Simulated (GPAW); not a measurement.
GaGe, 2 atoms in the cell. The structure is cubic, space group F-43m (No. 216). The conventional cell has a = 5.796 Å, b = 5.796 Å, c = 5.796 Å, α = 90.00°, β = 90.00°, γ = 90.00°. Around Ge (site symmetry -43m) lie 4 Ga at 2.51 Å. Around Ga (site symmetry -43m) lie 4 Ge at 2.51 Å. The cell comes from a database or a generator and needn't be the stable form of this composition.

- Program: GPAW 26.7.0
- Task: single point
- Functional: PBE
- Potentials or basis: GPAW PAW data sets (gpaw-data 1.2.1)
- Cutoff: 500 eV
- Basis: pw
- k mesh: 7 × 7 × 7
- Occupations: fermi-dirac, width 0.05 eV
- Spin: no spin polarisation
- Maxiter: 120
- Convergence: default

Potentials or basis: GPAW PAW data sets (gpaw-data 1.2.1), pw.

The run is started by

```bash
$ OMP_NUM_THREADS=1 python run.py
```

Hardware: 1 thread of Arm Neoverse V1, with other jobs on the host.

**Question.** Estimate the wall time of this run.

**Answer.** Wall time 6.9 s on 1 thread of Arm Neoverse V1 (shared host), peak memory 0.14 GiB. Counts: scf iterations 7, plane waves 1251, bands 11, k points 20.
